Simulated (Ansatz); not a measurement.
Geometry optimisation, Ansatz, DFT PBE-D3(BJ), scalar-relativistic, plane waves, PAW.

input.yaml

```yaml
accuracy: low
crystal:
  lattice:
    - [5.48, 0.0, 0.0]
    - [-4.11, 7.118729, 0.0]
    - [0.0, 0.0, 4.39496]
  atoms:
    - { symbol: Tc, position: [0.0, 0.0, 0.0] }
    - { symbol: Tc, position: [0.1666667, 0.2222222, 0.5] }
    - { symbol: Tc, position: [0.0, 0.3333333, 0.0] }
    - { symbol: Tc, position: [0.1666667, 0.5555556, 0.5] }
    - { symbol: Tc, position: [0.0, 0.6666667, 0.0] }
    - { symbol: Tc, position: [0.1666667, 0.8888889, 0.5] }
    - { symbol: Tc, position: [0.5, 0.0, 0.0] }
    - { symbol: Tc, position: [0.6666667, 0.2222222, 0.5] }
    - { symbol: Tc, position: [0.5, 0.3333333, 0.0] }
    - { symbol: Tc, position: [0.6666667, 0.5555556, 0.5] }
    - { symbol: Tc, position: [0.5, 0.6666667, 0.0] }
    - { symbol: Tc, position: [0.6666667, 0.8888889, 0.5] }
    - { symbol: H, position: [0.327175, 0.1080334, 0.7505706] }
basis:
  ecutwfc: 600.0
kpoints:
  mp_grid: { grid: [4, 3, 4] }
hamiltonian:
  xc: pbe
  dispersion: d3bj
scf:
  occupations: { method: fermi_dirac, width: 0.15 }
  lower_state_search: "off"
relax:
  f_tol: 0.08
  max_steps: 25
  adjacent_minimum: "off"
```

Run as:

```bash
$ ansatz run input.yaml --threads 4 --pin off --max-ram 10240MiB --backend cpu --events-out ev --progress --plain --runs-dir out
```

Where does it end, and by what steps?

It converged. The threshold is loose, so the end isn't yet a minimum. Limits of this set-up: coarse k mesh, odd electron count without spin, a small cell, in which the defect meets its images, a typed lattice constant that wasn't relaxed here, low accuracy level. After 3 steps the energy has fallen by 0.112 eV; Tc1 moved furthest, 0.05 Å.

```json
{"step": "0", "energy less start (eV)": "0.0000", "largest force component (eV/Å)": "0.703", "accepted": "yes"}
{"step": "1", "energy less start (eV)": "-0.0917", "largest force component (eV/Å)": "0.257", "accepted": "yes"}
{"step": "2", "energy less start (eV)": "-0.1069", "largest force component (eV/Å)": "0.105", "accepted": "yes"}
{"step": "3", "energy less start (eV)": "-0.1121", "largest force component (eV/Å)": "0.063", "accepted": "yes"}
```

```xyz
13
Lattice="5.4800 0.0000 0.0000 -4.1100 7.1187 0.0000 0.0000 0.0000 4.3950" Properties=species:S:1:pos:R:3
Tc -0.028 -0.016 0.039
Tc -0.028 1.591 2.157
Tc -1.371 2.373 -0.004
Tc -1.367 3.961 2.185
Tc -2.738 4.748 0.004
Tc -2.743 6.294 2.169
Tc 2.764 -0.012 0.040
Tc 2.765 1.594 2.159
Tc 1.369 2.404 0.029
Tc 1.365 3.949 2.194
Tc -0.006 4.736 0.013
Tc -0.002 6.324 2.201
H 1.369 0.790 3.296
```

Whether the end is a true minimum wasn't checked by a vibrational analysis.

The run took 30 s on 4 threads of Intel(R) Xeon(R) 6975P-C (Granite Rapids), with other jobs on the host, peak memory 1.4 GiB.
